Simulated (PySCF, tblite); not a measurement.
# C6H5FNO radical: geometry, infrared bands and EPR parameters

What infrared bands and EPR parameters should C6H5FNO radical (`N#C[C@@H]1[C]=CO[C@@H](F)C1`) show?

Computed with tblite 0.8.0 and PySCF 2.14.0, with density-fitted response routines of our own, on a single molecule in the gas phase. Atoms are numbered from 0 throughout.

## (1) The molecule as given

14 atoms, charge 0, multiplicity 2; geometry from: force field or distance geometry start.

Bonds of the start (Å): N0–C1 1.15, C1–C2 1.50, C2–C3 1.44, C3–C4 1.32, C4–O5 1.39, O5–C6 1.38, C6–F7 1.40, C6–C8 1.47, C8–C2 1.49, C2–H9 1.13, C4–H10 1.09, C6–H11 1.11, C8–H12 1.14, C8–H13 1.14.

## (2) Geometry optimisation with GFN2-xTB

What the job is given:

```
{"job": {"kind": "relax", "xc": "GFN2-xTB", "basis": "xTB"}, "charge": 0, "multiplicity": 2}
N      0.302600     3.104800    -0.932200
C      0.175600     2.167900    -0.277000
C      0.039400     0.940400     0.568500
C      1.365400     0.419800     0.804100
C      1.686300    -0.789800     0.374400
O      0.820200    -1.609500    -0.343600
C     -0.511600    -1.281700    -0.527900
F     -1.264200    -2.311100     0.048700
C     -0.967200     0.016200    -0.023500
H     -0.350600     1.337900     1.554400
H      2.688500    -1.186900     0.552600
H     -0.737000    -1.352900    -1.611200
H     -1.853300    -0.046600     0.695900
H     -1.394700     0.591200    -0.905500
```

Command:

```bash
> OMP_NUM_THREADS=1 python probes_run.py task.json out
```

The driver reads the jobs from task.json and runs them one after another.

**Question.** This job is followed by: GFN2-xTB harmonic vibrations, gas phase; UKS B3LYP, pcH-1 on C F H N O, non-relativistic, mean-field spin-orbit, GIAO. Predict these results of the whole session: strongest single infrared mode (GFN2-xTB); zero-point energy (GFN2-xTB); g(iso) (B3LYP); ⟨S²⟩; largest a(iso); surface potential, 1st and 99th percentile.

As calculated:

| quantity | value |
| --- | --- |
| strongest single infrared mode (GFN2-xTB) | 2413 cm⁻¹, 216 km/mol |
| zero-point energy (GFN2-xTB) | 60.6 kcal/mol |
| g(iso) (B3LYP) | 2.00222 |
| ⟨S²⟩ | 0.759 (exact 0.75) |
| largest a(iso) | 13C on C3, 428.9 MHz |
| surface potential, 1st and 99th percentile | -1.66 V and 1.51 V |

The optimisation took 96 steps and gained 0.835 eV; among the close pairs (by a distance rule), C6–C8 changed most, from 1.465 to 1.530 Å. No mode is imaginary among the 36: a minimum at this level. The strongest single mode, at 2413 cm⁻¹, moves mainly C1 and N0. Unscaled tight-binding wavenumbers are off by several per cent, some by more. Its intensities can rank the bands wrongly. Most of the unpaired spin sits on C3 (1.01 e). The isotropic g lies 0.1 ppt below the free-electron value.
